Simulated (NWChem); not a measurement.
**Si2HF5 (SMILES F[SiH](F)[Si](F)(F)F): levels of theory compared**

We compute a comparison of 4 runs (HF/def2-SVP, HF/6-311G**, wB97X/6-31G, PBE0/def2-SVP) of Si2HF5. 

The results are computed with NWChem 7.3.0.

### 1 The molecule

Si2HF5 has 8 atoms, charge 0, and is taken as a singlet. As SMILES, `F[SiH](F)[Si](F)(F)F`. Geometry: relaxed at PBE0-D4/def2-TZVP.

Bond lengths: F1–Si2 1.586 Å, Si2–F3 1.586 Å, Si2–Si4 2.346 Å, Si4–F5 1.578 Å, Si4–F6 1.578 Å, Si4–F7 1.576 Å, Si2–H8 1.477 Å. Some angles: F1–Si2–F3 108.2°, F1–Si2–Si4 108.1°, F3–Si2–Si4 108.1°, Si2–Si4–F5 110.7°, Si2–Si4–F6 110.7°, Si2–Si4–F7 112.0°, F5–Si4–F6 107.5°, F5–Si4–F7 107.9°, F6–Si4–F7 107.9°, F1–Si2–H8 108.7°.

### 2 Energy and gradient at HF/def2-SVP (run 1)

Contents of f5hsi2.nw:

```
start f5hsi2
memory 2200 mb

geometry units angstrom noautosym nocenter noautoz
F     1.201900   -0.681000    1.775000
Si    0.187500   -1.009900    0.601000
F     0.882300   -2.044100   -0.380600
Si   -0.210200    0.970400   -0.592200
F    -1.186800    0.705700   -1.803700
F    -0.886600    2.054200    0.334900
F     1.119800    1.589500   -1.169200
H    -1.015500   -1.642100    1.179100
end

basis spherical bse
* library def2-SVP
end

scf
thresh 1e-08
maxiter 80
end

task scf gradient
```

Started as:

```console
$ nwchem f5hsi2.nw > f5hsi2.out
```

Output:

```text
[...]
  functions       =   111
[...]
  wavefunction    = RHF
[...]
         Total SCF energy =  -1075.360903738366
      One-electron energy =  -2503.749012734952
      Two-electron energy =    923.765140572678
 Nuclear repulsion energy =    504.622968423908
        Time for solution =     12.8s
[...]
                         RHF ENERGY GRADIENTS
    atom               coordinates                        gradient
                 x          y          z           x          y          z
   1 F       2.271262  -1.286903   3.354264   -0.006322  -0.001984  -0.006016
   2 Si      0.354324  -1.908434   1.135725    0.015001  -0.002071  -0.000820
   3 F       1.667305  -3.862789  -0.719230   -0.004577   0.005249   0.005469
   4 Si     -0.397220   1.833790  -1.119096   -0.002455   0.009551  -0.005683
   5 F      -2.242727   1.333580  -3.408499    0.005005   0.001062   0.006040
   6 F      -1.675431   3.881875   0.632869    0.003528  -0.005528  -0.004421
   7 F       2.116115   3.003719  -2.209468   -0.006462  -0.003337   0.003018
   8 H      -1.919017  -3.103119   2.228176   -0.003717  -0.002943   0.002414
[...]
```

It took 17 s on 1 thread of Intel Xeon at 2.60GHz (Ice Lake), shared host; peak memory 0.1 GiB.

### 3 Energy and forces at HF/6-311G(d,p) (run 2)

Contents of nw.nw:

```
start nw
memory 2200 mb
charge 0

geometry noautosym nocenter noautoz
 F      1.201900    -0.681000     1.775000
 Si     0.187500    -1.009900     0.601000
 F      0.882300    -2.044100    -0.380600
 Si    -0.210200     0.970400    -0.592200
 F     -1.186800     0.705700    -1.803700
 F     -0.886600     2.054200     0.334900
 F      1.119800     1.589500    -1.169200
 H     -1.015500    -1.642100     1.179100
end

basis "ao basis" spherical bse
 F library 6-311G**
 Si library 6-311G**
 H library 6-311G**
end

scf
 thresh 1e-08
 maxiter 80
end

task scf gradient
```

Started as:

```console
$ nwchem nw.nw > nw.out
```

Output:

```text
[...]
  functions       =   148
[...]
  wavefunction    = RHF
[...]
         Total SCF energy =  -1076.107517707171
      One-electron energy =  -2504.851907330335
      Two-electron energy =    924.121421199255
 Nuclear repulsion energy =    504.622968423908
        Time for solution =     32.8s
[...]
                         RHF ENERGY GRADIENTS
    atom               coordinates                        gradient
                 x          y          z           x          y          z
   1 F       2.271262  -1.286903   3.354264    0.001572   0.001244   0.003442
   2 Si      0.354324  -1.908434   1.135725    0.003272   0.004220  -0.003069
   3 F       1.667305  -3.862789  -0.719230    0.000672  -0.002786  -0.002889
   4 Si     -0.397220   1.833790  -1.119096   -0.000133  -0.001731   0.001109
   5 F      -2.242727   1.333580  -3.408499   -0.003266  -0.001947  -0.003947
   6 F      -1.675431   3.881875   0.632869   -0.002157   0.003069   0.003998
   7 F       2.116115   3.003719  -2.209468    0.005313   0.001219  -0.001508
   8 H      -1.919017  -3.103119   2.228176   -0.005271  -0.003289   0.002863
[...]
```

Run time: 45 s. Hardware: 1 thread of Intel Xeon at 2.60GHz (Ice Lake), shared host; peak memory 0.11 GiB.

Run 3 isn't shown in full; the table further down has it.

### 4 Energy and gradient at PBE0/def2-SVP (run 4)

Contents of nw.nw:

```
echo
start nw
title "F5HSi2"
memory stack 880 mb heap 220 mb global 1100 mb
geometry units atomic noautosym nocenter noautoz
F   2.27126183 -1.28690349  3.35426387
Si  0.35432365 -1.90843441  1.13572540
F   1.66730536 -3.86278917 -0.71922976
Si -0.39722043  1.83379023 -1.11909581
F  -2.24272696  1.33357973 -3.40849901
F  -1.67543118  3.88187541  0.63286928
F   2.11611531  3.00371968 -2.20946778
H  -1.91901688 -3.10311927  2.22817607
end
basis spherical bse
* library def2-SVP
end
dft
xc pbe0
grid fine
convergence energy 1e-08
maxiter 100
mulliken
print medium
end
task dft gradient
```

Started as:

```console
$ nwchem nw.nw > nw.out
```

Output:

```text
[...]
          Wavefunction type:  closed shell.
          No. of atoms     :     8
          No. of electrons :    74
[...]
          Charge           :     0
          Spin multiplicity:     1
[...]
          AO basis - number of functions:   111
[...]
              XC Information
              --------------
                         PBE0 Method XC Functional
                     Hartree-Fock (Exact) Exchange  0.250
          PerdewBurkeErnzerhof Exchange Functional  0.750
            Perdew 1991 LDA Correlation Functional  1.000 local
           PerdewBurkeErnz. Correlation Functional  1.000 non-local
[...]
 d= 0,ls=0.0,diis     1  -1077.6213376361 -1.58D+03  1.77D-02  1.63D+00     2.4
[...]
 d= 0,ls=0.0,diis    10  -1077.8034795271 -1.82D-10  7.18D-08  1.79D-10    18.1
         Total DFT energy =    -1077.803479527055
      One electron energy =    -2504.519319622647
           Coulomb energy =     1016.203467912016
    Exchange-Corr. energy =      -94.110560135995
 Nuclear repulsion energy =      504.622932319572
[...]
      Total Density - Mulliken Population Analysis
     ---------------------------------------------
    Atom       Charge   Shell Charges
 -----------   ------   -------------------------------------------------------
    1 F    9     9.32   1.99  1.13  0.79  3.35  2.05  0.01
    2 Si  14    13.27   2.00  1.98  1.01  0.11  5.93  1.20  0.61  0.44
    3 F    9     9.32   1.99  1.13  0.79  3.35  2.05  0.01
    4 Si  14    13.07   2.00  1.98  0.94  0.02  5.93  1.14  0.48  0.58
    5 F    9     9.31   1.99  1.13  0.79  3.35  2.05  0.01
    6 F    9     9.31   1.99  1.13  0.79  3.35  2.05  0.01
    7 F    9     9.31   1.99  1.13  0.79  3.35  2.04  0.01
    8 H    1     1.09   0.74  0.34  0.01
[...]
  wavefunction    = closed shell
                         DFT ENERGY GRADIENTS
    atom               coordinates                        gradient
                 x          y          z           x          y          z
   1 F       2.271262  -1.286903   3.354264   -0.013326  -0.004825  -0.015104
   2 Si      0.354324  -1.908434   1.135725    0.020855  -0.010894   0.003889
   3 F       1.667305  -3.862789  -0.719230   -0.009092   0.013014   0.013152
   4 Si     -0.397220   1.833790  -1.119096   -0.004343   0.020644  -0.012416
   5 F      -2.242727   1.333580  -3.408499    0.013105   0.003963   0.016075
   6 F      -1.675431   3.881875   0.632869    0.009052  -0.014192  -0.012729
   7 F       2.116115   3.003720  -2.209468   -0.018325  -0.008110   0.007691
   8 H      -1.919017  -3.103119   2.228176    0.002073   0.000401  -0.000558
[...]
```

Run time: 23 s. Hardware: 1 thread of Intel Xeon at 2.60GHz (Ice Lake), shared host; peak memory 0.13 GiB.

### 5 All runs side by side

| run | level | iteration cap | module | energy (Eh) | dipole moment (D) | HOMO energy (eV) | LUMO energy (eV) | wall time |
| --- | --- | --- | --- | --- | --- | --- | --- | --- |
| 1 | HF/def2-SVP | 80 | scf | -1075.360904 | 1.68 | -13.07 | 2.69 | 17 s |
| 2 | HF/6-311G** | 80 | scf | -1076.107518 | 1.85 | -13.21 | 2.25 | 45 s |
| 3 | wB97X/6-31G | 100 | dft | -1078.675294 | – | – | – | 56 s |
| 4 | PBE0/def2-SVP | 100 | dft | -1077.803480 | 1.39 | -9.41 | -0.69 | 23 s |

### 6 Results

| quantity | value |
| --- | --- |
| run 4: total energy | -1077.80348 Eh |
| run 4: dipole moment | 1.39 D |
| run 4: HOMO energy | -9.41 eV |
| run 4: LUMO energy | -0.69 eV |
| run 4: HOMO–LUMO gap | 8.72 eV |
| run 4: largest force on an atom | 1.259 eV/Å |

**Reading.** Over runs 1, 2, 4 the dipole moment (its size) runs from 1.39 D (PBE0/def2-SVP) to 1.85 D (HF/6-311G**). The two ends differ in method and basis. Over runs 1, 2, 4 the HOMO–LUMO gap runs from 8.72 eV (PBE0/def2-SVP) to 15.75 eV (HF/def2-SVP). Exact exchange widens orbital gaps. Totals of different functionals can't be ranked against each other. All runs together took 2.3 min, the longest 56 s.
